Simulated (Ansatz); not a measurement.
# H8OSiSn (built from SMILES O.[SiH3][SnH3]): a barrier at many levels of theory

Aim: the barrier and energy of one elementary step (Sn1–O7 formed, Si2–H6 formed, Sn1–Si2 broken, H6–O7 broken) from LDA up to coupled cluster, on fixed structures, to see where each rung fails.

The runs use Ansatz 0.2.0, Gaussian basis; single points in def2-TZVPP on PBE0-D4/def2-TZVP structures.

Levels: SPW92, PBE-D4, BLYP-D4, r2SCAN-D4, B97M-V, PBE0-D4, B3LYP-D4, r2SCAN0-D4, BHLYP-D4, CAM-B3LYP-D4, wB97X-V, wB97M-V, B2PLYP, PBE-QIDH, RPA on PBE, Hartree-Fock, MP2, CCSD, CCSD(T). The reference is CCSD(T) at the basis limit, from triple and quadruple zeta. Zero-point energies come from PBE0-D4 vibrations.

Correlated methods freeze the cores. Filled d shells of the heavier atoms are correlated. Core potentials replace the inner electrons past krypton, and spin-orbit coupling is left out. B3LYP uses VWN-RPA correlation. B2PLYP carries no dispersion term here.

80 further runs of the same task are left out: 80 set aside as unsound or not needed.

### 1 The three structures

Charge 0, multiplicity 1. The folders r, ts and p hold the start, the saddle and the end; their coordinates stand in the first inputs.

| pair | r (Å) | ts (Å) | p (Å) |
| --- | --- | --- | --- |
| Sn1–O7 | 3.202 | 2.138 | 1.970 |
| Si2–H6 | 3.468 | 1.958 | 1.485 |
| Sn1–Si2 | 2.559 | 3.180 | 4.144 |
| H6–O7 | 0.960 | 1.144 | 3.106 |

### 2 SPW92/def2-TZVPP

Contents of r/in.yaml:

```yaml
crystal:
  periodic: [false, false, false]
  atoms:
    - {symbol: Sn, position_ang: [-1.317098, -0.856229, -0.269304]}
    - {symbol: Si, position_ang: [-0.293882, 1.454947, 0.129110]}
    - {symbol: H, position_ang: [-1.019435, -1.898232, 1.048163]}
    - {symbol: H, position_ang: [-3.019910, -0.738349, -0.445798]}
    - {symbol: H, position_ang: [-0.710813, -1.563022, -1.698157]}
    - {symbol: H, position_ang: [2.482013, -0.524765, -0.506619]}
    - {symbol: O, position_ang: [1.861114, -0.903002, 0.120628]}
    - {symbol: H, position_ang: [0.387387, 1.507769, 1.450844]}
    - {symbol: H, position_ang: [0.701864, 1.780201, -0.927577]}
    - {symbol: H, position_ang: [-1.332546, 2.522445, 0.113861]}
    - {symbol: H, position_ang: [2.261408, -0.781763, 0.984948]}
basis:
  gaussian: {orbitals: def2-TZVPP}
hamiltonian: {xc: lda}
```

Contents of ts/in.yaml:

```yaml
crystal:
  periodic: [false, false, false]
  atoms:
    - {symbol: Sn, position_ang: [-0.742852, -1.332109, -0.222636]}
    - {symbol: Si, position_ang: [0.140672, 1.714536, 0.004943]}
    - {symbol: H, position_ang: [-0.611683, -3.017855, 0.057959]}
    - {symbol: H, position_ang: [-1.776251, -0.659700, 0.947774]}
    - {symbol: H, position_ang: [-1.080081, -1.009774, -1.849761]}
    - {symbol: H, position_ang: [1.123192, 0.025115, 0.124228]}
    - {symbol: O, position_ang: [1.362244, -1.092236, 0.067542]}
    - {symbol: H, position_ang: [-0.126922, 2.257407, 1.375739]}
    - {symbol: H, position_ang: [1.101085, 2.665444, -0.639429]}
    - {symbol: H, position_ang: [-1.150110, 1.906633, -0.736982]}
    - {symbol: H, position_ang: [1.760805, -1.457460, 0.870723]}
basis:
  gaussian: {orbitals: def2-TZVPP}
hamiltonian: {xc: lda}
```

Contents of p/in.yaml:

```yaml
crystal:
  periodic: [false, false, false]
  atoms:
    - {symbol: Sn, position_ang: [-0.587798, -1.812432, -0.172012]}
    - {symbol: Si, position_ang: [0.165295, 2.259393, -0.019226]}
    - {symbol: H, position_ang: [-1.278822, -3.347341, 0.125237]}
    - {symbol: H, position_ang: [-1.176972, -0.657751, 0.943989]}
    - {symbol: H, position_ang: [-0.760406, -1.309722, -1.784453]}
    - {symbol: H, position_ang: [1.122260, 1.131941, -0.154131]}
    - {symbol: O, position_ang: [1.363916, -1.957497, 0.049256]}
    - {symbol: H, position_ang: [-0.231719, 2.408086, 1.404042]}
    - {symbol: H, position_ang: [0.800269, 3.516433, -0.490483]}
    - {symbol: H, position_ang: [-1.042885, 1.981238, -0.838046]}
    - {symbol: H, position_ang: [1.626961, -2.212348, 0.935928]}
basis:
  gaussian: {orbitals: def2-TZVPP}
hamiltonian: {xc: lda}
```

The same command starts each run, in its folder.

Command:

```sh
$ ansatz run in.yaml --threads 4 --pin off --events-out ev --progress --plain --max-ram 9574MiB
```

After this run come: PBE-D4/def2-TZVPP; BLYP-D4/def2-TZVPP; r2SCAN-D4/def2-TZVPP; B97M-V/def2-TZVPP; PBE0-D4/def2-TZVPP; B3LYP-D4/def2-TZVPP; r2SCAN0-D4/def2-TZVPP; BHLYP-D4/def2-TZVPP; CAM-B3LYP-D4/def2-TZVPP; wB97X-V/def2-TZVPP; wB97M-V/def2-TZVPP; B2PLYP/def2-TZVPP; PBE-QIDH/def2-TZVPP; RPA on PBE/def2-TZVPP; CCSD(T)/def2-TZVPP; MP2/def2-QZVPP; SPW92/def2-SVP; PBE-D4/def2-SVP; PBE0-D4/def2-SVP; wB97M-V/def2-SVP; CCSD(T)/def2-SVP; Vibrations of the start structure; Vibrations of the end structure.

Before running it: what results should come out? Wanted: barrier, CCSD(T)/CBS; reverse barrier, CCSD(T)/CBS; step energy, CCSD(T)/CBS; barrier with zero-point energy; step energy with zero-point energy; imaginary mode at the saddle; largest T1 diagnostic.

As calculated:

```
                          quantity          value
              barrier, CCSD(T)/CBS  45.7 kcal/mol
      reverse barrier, CCSD(T)/CBS  40.5 kcal/mol
          step energy, CCSD(T)/CBS  +5.2 kcal/mol
    barrier with zero-point energy  42.8 kcal/mol
step energy with zero-point energy  +3.4 kcal/mol
      imaginary mode at the saddle      917i cm⁻¹
             largest T1 diagnostic          0.015
```

**Reading.** wB97X-V is the best functional here (+0.4 kcal/mol from CCSD(T)/CBS); SPW92 is the worst (-13.3 kcal/mol). By rung, the mean size of the error is: LDA 13.3, GGA 7.5, meta-GGA 4.3, hybrid 2.4, range-separated hybrid 0.6, double hybrid 0.6 kcal/mol. PBE-D4 gives a barrier 8.4 kcal/mol too low, outside chemical accuracy (1 kcal/mol). Every functional without exact exchange puts the barrier too low, the usual mark of self-interaction error, which favours the spread-out density of a saddle. The barrier rises with the share of exact exchange, from BLYP-D4 through B3LYP-D4 to BHLYP-D4 (-6.6, -2.4, +3.1 kcal/mol). Hartree-Fock, with no correlation, is off by +13.1 kcal/mol. Zero-point motion lowers the barrier by 2.9 kcal/mol.
